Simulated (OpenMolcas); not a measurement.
**V³⁺ among point charges: CASSCF and CASPT2 levels and susceptibility**

Aim: the splitting of the states of V³⁺ in the field of 6 point charges, its lowest levels with spin-orbit coupling and its magnetic susceptibility.

The numbers are computed with OpenMolcas 26.06 (state-averaged CASSCF and CASPT2, spin-orbit coupling by RASSI with atomic mean-field integrals), except any that are marked as measured or tabulated.

### Step 1. What is computed

```
Species                           : V³⁺ (vanadium, Z = 23, 20 electrons)
Basis                             : ANO-RCC-VDZP [5s4p2d1f], 34 functions
Scalar Hamiltonian                : DKH2, point nucleus
Inactive shells                   : 1s 2s 2p 3s 3p
Active space                      : 2 electrons in 5 orbitals (3d)
Some configurations of this space : 3d²
Orbitals                          : optimised for each spin and parity, averaged over all roots
```

Outer shells as boxes (Hund's rule):

3d2
```
3d [↑ ][↑ ][  ][  ][  ]
```

The ion sits among 6 point charges of -2 e arranged as a tetragonal octahedron (D4h), 2.17 Å from the ion, with the axial distance 2.213 Å.

Each step is its own input file, run in one work folder so that later steps find the files of earlier ones. Labels, J, g values, rates, χT and fits are worked out afterwards by a script from the matrices that RASSI stores. The input lists half of the charges; inversion (Group=XYZ) makes the rest.

### Step 2. GATEWAY and SEWARD: basis and integrals

a.inp reads:

```
&GATEWAY
Coord
1

V 0.0 0.0 0.0
Basis=ANO-RCC-VDZP
Group=XYZ
NoMove
AngMom=0.0 0.0 0.0
AMFI
XField
3 Angstrom 0
2.170000 0.000000 0.000000 -2.000000
0.000000 2.170000 0.000000 -2.000000
0.000000 0.000000 2.213400 -2.000000
&SEWARD
```

Run with:

```bash
$ OMP_NUM_THREADS=1 MOLCAS_MEM=1689 MOLCAS_PROJECT=a pymolcas a.inp > a.log
```

### Step 3. CASSCF: triplets of even parity, 10 roots

a.inp reads:

```
&RASSCF
FileOrb=start.orb
Symmetry=1
Spin=3
nActEl=2 0 0
Inactive=3 6
Ras2=5 0
CIRoot=10 10 1
SDav=10
CIMx=300
Iter=120 100
PrWF=0.3
OrbListing=Nothing
MaxOrb=0
>>> COPY $Project.JobIph JOB001
```

start.orb holds the contracted functions of the basis, ordered by shell, or the orbitals of the step before.

### Step 4. CASSCF: singlets of even parity, 15 roots

a.inp reads:

```
&RASSCF
FileOrb=start.orb
Symmetry=1
Spin=1
nActEl=2 0 0
Inactive=3 6
Ras2=5 0
CIRoot=15 15 1
SDav=15
CIMx=300
Iter=120 100
PrWF=0.3
OrbListing=Nothing
MaxOrb=0
>>> COPY $Project.JobIph JOB002
```

### Step 5. RASSI: spin-orbit coupling between the states

a.inp reads:

```
&RASSI
NrOfJobIphs=2 10 15
1 2 3 4 5 6 7 8 9 10
1 2 3 4 5 6 7 8 9 10 11 12 13 14 15
IphNames
JOB001
JOB002
EJob
SpinOrbit
DIPRint=1.0
SOCoupling=1000.0
Subsets=2
Property=9
'ANGMOM' 1 'ANGMOM' 2 'ANGMOM' 3 'MLTPL  1' 1 'MLTPL  1' 2 'MLTPL  1' 3
'AMFI' 1 'AMFI' 2 'AMFI' 3
SOProperty=3
'ANGMOM' 1 'ANGMOM' 2 'ANGMOM' 3
```

### Step 6. CASPT2: IPEA 0.25, imaginary shift 0.1 (closed shells correlated: 3s 3p)

a.inp reads:

```
>>> COPY JOB001 $Project.JobIph
&CASPT2
Multistate=10 1 2 3 4 5 6 7 8 9 10
NoMult
Frozen=2 3
IPEA=0.25
Imaginary=0.1
MaxIter=60
WThr=0.0 0.3 0.05
PrWF=0.5
NoMix
>>> COPY JOB002 $Project.JobIph
&CASPT2
Multistate=15 1 2 3 4 5 6 7 8 9 10 11 12 13 14 15
NoMult
Frozen=2 3
IPEA=0.25
Imaginary=0.1
MaxIter=60
WThr=0.0 0.3 0.05
PrWF=0.5
NoMix
```

(Steps that only read results are left out.)

What does the calculation give? Wanted: spin-free ground state; first state of the same spin within the active space; lowest level; next level.

The runs gave:

| quantity | value |
| --- | --- |
| method | SS-CASPT2, IPEA 0.25, imaginary shift 0.1 (closed shells correlated: 3s 3p) |
| spin-free ground state | 3A2, 1-fold in its orbital part |
| first state of the same spin within the active space | 3E at 359 cm⁻¹ |
| lowest level | 1-fold A1 |
| next level | 50.4 cm⁻¹ |
| χT at 300 K | 0.87 cm³ K/mol |
| effective moment at 300 K | 2.64 μB |

Cost by method:

| method | time of its own steps | time with the reference |
| --- | --- | --- |
| A. CASSCF | 6 s | 6 s |
| B. SS-CASPT2, IPEA 0.25, imaginary shift 0.1, +3s 3p | 2 s | 8 s |

Times are of one thread on a shared host.

In words: The spin-free ground state (3A2) comes to 99 % from free-ion F terms and keeps the highest spin of the shell. χT at 300 K is 0.87, against 1.00 cm³ K/mol for the spin alone, so spin-orbit coupling lowers it. CASPT2 does not keep the components of a term degenerate, and the means are used. Reference weights range from 0.86 to 0.96, which points to intruder states or a small active space for some roots. The field of point charges can differ much from that of real complexes. This is an electrostatic model: the charges have no orbitals.
